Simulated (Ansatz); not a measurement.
# Bi: pressure up to the limit of the methods

One table from this session's results is given with a row withheld; the runs are named, their logs left out.

Method: DFT PBEsol, with the methods named in each step, in Ansatz 0.2.0.

1 further run of the same task is left out (it didn't finish). Runs told in other sessions of the task aren't counted.

### The starting structure

Symmetry: P6_3/mmc, No. 194, hexagonal system. The conventional cell has a = 3.573 Å, b = 3.573 Å, c = 5.788 Å, α = 90.00°, β = 90.00°, γ = 120.00°. Bi (site symmetry -6m2) is surrounded by 12 Bi at 3.55 to 3.57 Å.

Coordinates:

```
Bi
1.0
     3.57310    0.00000    0.00000
    -1.78655    3.09439    0.00000
     0.00000    0.00000    5.78842
Bi
2
Direct
  0.33333 0.66667 0.25000
  0.66667 0.33333 0.75000
```

Whether this phase is the stable one at these pressures isn't tested.

Atoms are numbered in the order of the input: Bi1, Bi2.

The first run:

input.yaml reads:

```yaml
crystal:
  lattice:
    - [3.5730967501, 0.0, 0.0]
    - [-1.786548375, 3.0943925557, 0.0]
    - [0.0, 0.0, 5.7884167351]
  atoms:
    - { symbol: Bi, position: [0.3333333333, 0.6666666667, 0.25] }
    - { symbol: Bi, position: [0.6666666667, 0.3333333333, 0.75] }
kpoints:
  mp_grid: { grid: [12, 12, 7] }
scf:
  occupations: { method: fermi_dirac, width: 0.1 }
hamiltonian:
  xc: pbesol
  pseudopotentials: { kind: paw }
output:
  forces: true
  stress: true
relax:
  f_tol: 0.005
  max_steps: 40
  cell: {}
```

On the command line:

```
$ ansatz run input.yaml --threads 1 --pin off --max-ram 2048MiB --backend cpu --events-out ev --progress --plain --runs-dir out
```

Among the steps run: Cell relaxed at zero pressure, PAW; More of the same log: cell relaxed at zero pressure; Volume scaled by 1, PAW; Shape and atoms relaxed at 0.88 of the volume, PAW; Volume scaled by 0.88, PAW; Shape and atoms relaxed at 0.78 of the volume, PAW; Volume scaled by 0.78, PAW; Shape and atoms relaxed at 0.68 of the volume, PAW; Volume scaled by 0.68, PAW; Shape and atoms relaxed at 0.58 of the volume, PAW; Volume scaled by 0.58, PAW; Shape and atoms relaxed at 0.5 of the volume, PAW; Volume scaled by 0.5, PAW; Shape and atoms relaxed at 0.43 of the volume, PAW; Volume scaled by 0.43, PAW; Volume scaled by 0.43, PAW (core large).

One table of the session follows, with a row left open; its other results are not shown here.

 The rows PAW, 0.43 and PAW (core large), 0.43 agree to the last digit and may rest on the same set-up.

```
          method  volume over the first  volume (Å³/atom)  pressure (GPa)
             PAW                      1            30.152            0.01
             PAW                   0.88            26.534           10.32
             PAW                   0.78            23.519           26.03
             PAW                   0.68            20.504           56.11
             PAW                   0.58                 ?               ?
             PAW                    0.5            15.076          209.00
             PAW                   0.43            12.966          364.71
PAW (core large)                   0.43            12.966          364.71
```

Q: Estimate the row for PAW, 0.58 from the others.

The run gave: volume (Å³/atom): 17.488; pressure (GPa): 115.29. In the column «volume (Å³/atom)» it lies between PAW, 0.5 (15.076) and PAW, 0.68 (20.504).

Caveats from the session: At pressures up to 365 GPa the PAW spheres may overlap and frozen cores may not hold, so those PAW values are rough without an all-electron check. Warnings in the runs' records: datasets by core.
